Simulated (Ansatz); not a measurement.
Working through a rigid scan of one bond length of CH4BClO, SMILES OCBCl

With Ansatz 0.2.0, Python API.

Typed at the interpreter:
```pycon
>>> import ansatz as az
>>> from ase import Atoms
>>> import numpy as np
>>> atoms = Atoms(['O', 'C', 'B', 'Cl', 'H', 'H', 'H', 'H'], positions=[
...     [-0.447, 1.3727, 0.0138],
...     [0.4645, 0.4105, 0.1631],
...     [-0.2669, -1.0093, 0.252],
...     [-1.1219, -1.6671, -1.163],
...     [-0.713, 1.4458, -0.9837],
...     [1.0276, 0.618, 1.102],
...     [1.2203, 0.418, -0.6766],
...     [-0.0715, -1.6457, 1.2366],
... ])
>>> ch4bclo = az.Crystal.molecule_from_ase(atoms)
>>> symbols = [site.symbol for site in ch4bclo.cartesian_sites]
>>> start = np.array([site.position_ang for site in ch4bclo.cartesian_sites])
>>> axis = (start[4] - start[0]) / np.linalg.norm(start[4] - start[0])
>>> moving = [4]
>>> lengths, energies = [0.88, 0.95, 1.03, 1.14, 1.29, 1.55, 1.86, 2.28], []
>>> for length in lengths:
...     xyz = start.copy()
...     xyz[moving] += (length - np.linalg.norm(start[4] - start[0])) * axis
...     point = az.Crystal.molecule()
...     for symbol, place in zip(symbols, xyz):
...         point = point.atom(symbol, place.tolist())
...     job = (
...         point.calculation()
...         .basis(gaussian='def2-SVP')
...         .functional('hf')
...         .accuracy('medium')
...         .scf(lower_state_search='standard')
...     )
...     report = job.run(threads=1).report
...     energies.append(report['free_energy_ev'])
...     print(f'r = {length:6.3f} A  E = {energies[-1]:.5f} eV  <S^2> = {abs(report["mean_field"]["state"]["spin_squared"]):.3f}')
...
r =  0.880 A  E = -16299.54395 eV  <S^2> = 0.000
r =  0.950 A  E = -16299.68740 eV  <S^2> = 0.000
r =  1.030 A  E = -16299.50117 eV  <S^2> = 0.000
r =  1.140 A  E = -16298.91413 eV  <S^2> = 0.000
r =  1.290 A  E = -16297.86641 eV  <S^2> = 0.000
r =  1.550 A  E = -16296.03159 eV  <S^2> = 0.000
r =  1.860 A  E = -16294.23225 eV  <S^2> = 0.000
r =  2.280 A  E = -16292.48553 eV  <S^2> = 0.000
>>> print('energy above the lowest point (eV):', [round(e - min(energies), 3) for e in energies])
energy above the lowest point (eV): [0.143, 0.0, 0.186, 0.773, 1.821, 3.656, 5.455, 7.202]
```

What to keep in mind:
- These settings explore the input space; basis and method may be short of convergence.
- The rest of the molecule is held rigid at a force-field or estimated start geometry, and the basis set is modest; single-reference methods fail as a bond breaks.
- Hartree-Fock leaves correlation out, so bond, atomisation and ionisation energies come out well too low.
- The orbitals are restricted, so S² is zero by construction.
- Toward dissociation an unrestricted state can lie under the restricted one, by tenths of an eV for polar bonds under a functional and by 1 to 2 eV or more for others.
- Run time: 6 s on 1 thread of Arm Neoverse V1, with other jobs on the host, peak memory 0.2 GiB.
